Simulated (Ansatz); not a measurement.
**H₃LiSiTe (SMILES [Li][SiH2][TeH]): single points off equilibrium**

A test off equilibrium: a structure displaced at random from a GFN2-xTB minimum is computed at several levels, and each is set against CCSD(T).

Computed with Ansatz 0.2.0, Gaussian basis. Level: single points in def2-TZVPP.

Cores are frozen in the correlated methods. Filled d shells of the heavier atoms are correlated. Core potentials replace the inner electrons past krypton, and spin-orbit coupling is left out. The outer core shell of Li, Na, Mg and K is correlated.

### 1 Where the work starts

SMILES `[Li][SiH2][TeH]`, 6 atoms, charge 0, spin multiplicity 1.

Atoms are counted from 1 here; the program's logs count them from 0.

Bond lengths: Li1–Si2 2.512 Å, Li1–Te3 2.927 Å, Si2–Te3 2.723 Å, Si2–H4 1.306 Å, Si2–H5 1.666 Å, Te3–H6 1.707 Å. Angles: Si2–Li1–Te3 59.5°, Li1–Si2–Te3 67.8°, Li1–Si2–H4 130.0°, Li1–Si2–H5 131.5°, Te3–Si2–H4 97.1°, Te3–Si2–H5 94.6°, H4–Si2–H5 95.6°, Li1–Te3–Si2 52.6°, Li1–Te3–H6 51.4°, Si2–Te3–H6 81.5°.

Geometry (Å):

```
Li   -1.9196    0.6727    0.3857
Si   -0.1677   -0.6766   -0.8060
Te    0.7420    0.3326    1.5542
H     0.2178   -1.9094   -0.6141
H     1.1783   -0.2182   -1.6739
H     0.0237    1.7515    0.9349
```

### 2 CCSD(T)/def2-TZVPP

run/in.yaml

```yaml
crystal:
  periodic: [false, false, false]
  atoms:
    - {symbol: Li, position_ang: [-1.919600, 0.672700, 0.385700]}
    - {symbol: Si, position_ang: [-0.167700, -0.676600, -0.806000]}
    - {symbol: Te, position_ang: [0.742000, 0.332600, 1.554200]}
    - {symbol: H, position_ang: [0.217800, -1.909400, -0.614100]}
    - {symbol: H, position_ang: [1.178300, -0.218200, -1.673900]}
    - {symbol: H, position_ang: [0.023700, 1.751500, 0.934900]}
basis:
  gaussian: {orbitals: def2-TZVPP}
correlation: {method: ccsd_t}
output: {forces: true}
```

The command line of these runs was not kept.

### 3 PBE0-D4/def2-TZVPP

Edit run/in.yaml of step 2 so:

```diff
@@ -11,3 +11,3 @@
   gaussian: {orbitals: def2-TZVPP}
-correlation: {method: ccsd_t}
-output: {forces: true}
+hamiltonian: {xc: pbe0, dispersion: d4}
+output: {forces: true, orbitals: {seedname: orbitals}}
```

### 4 wB97M-V/def2-TZVPP

Edit run/in.yaml of step 3 so:

```diff
@@ -11,3 +11,3 @@
   gaussian: {orbitals: def2-TZVPP}
-hamiltonian: {xc: pbe0, dispersion: d4}
-output: {forces: true, orbitals: {seedname: orbitals}}
+hamiltonian: {xc: {name: wB97M-V}}
+output: {forces: true}
```

### 5 r2SCAN-D4/def2-TZVPP

Edit run/in.yaml of step 4 so:

```diff
@@ -11,3 +11,3 @@
   gaussian: {orbitals: def2-TZVPP}
-hamiltonian: {xc: {name: wB97M-V}}
+hamiltonian: {xc: r2scan, dispersion: d4}
 output: {forces: true}
```

### 6 PBE-D4/def2-TZVPP

Edit run/in.yaml of step 5 so:

```diff
@@ -11,3 +11,3 @@
   gaussian: {orbitals: def2-TZVPP}
-hamiltonian: {xc: r2scan, dispersion: d4}
+hamiltonian: {xc: pbe, dispersion: d4}
 output: {forces: true}
```

### 7 r2SCAN0-D4/def2-TZVPP

Edit run/in.yaml of step 6 so:

```diff
@@ -11,3 +11,3 @@
   gaussian: {orbitals: def2-TZVPP}
-hamiltonian: {xc: pbe, dispersion: d4}
+hamiltonian: {xc: {name: r2SCAN0}, dispersion: d4}
 output: {forces: true}
```

### 8 revPBE-D4/def2-TZVPP

Edit run/in.yaml of step 7 so:

```diff
@@ -11,3 +11,3 @@
   gaussian: {orbitals: def2-TZVPP}
-hamiltonian: {xc: {name: r2SCAN0}, dispersion: d4}
+hamiltonian: {xc: {name: revPBE}, dispersion: d4}
 output: {forces: true}
```

(Steps that only read results are left out.)

Before running it: what results should come out? Wanted: energy less free atoms, CCSD(T)/def2-TZVPP; RMS force component; RMS force error; HOMO and LUMO, PBE0-D4; T1 diagnostic.

As calculated:

| quantity | value |
| --- | --- |
| energy less free atoms, CCSD(T)/def2-TZVPP | -13.259 eV |
| RMS force component | 1.818 to 1.851 eV/Å over the methods |
| RMS force error | PBE0-D4 0.068, wB97M-V 0.049, r2SCAN-D4 0.053, PBE-D4 0.177, r2SCAN0-D4 0.052, revPBE-D4 0.213 eV/Å |
| HOMO and LUMO, PBE0-D4 | -5.62 and -1.55 eV |
| T1 diagnostic | 0.012 |

What this shows: Against CCSD(T) the functionals' energies less atoms differ by -0.397 to -0.124 eV, PBE-D4 by -0.378 eV. The reference is not at the basis limit: in triple zeta CCSD(T) underbinds, which counts against methods that bind more; the gaps are no ranking. On forces the order runs from wB97M-V to revPBE-D4. Frozen-core CCSD(T) forces in triple zeta carry basis errors of their own, and this is one geometry, so small gaps rank nothing.
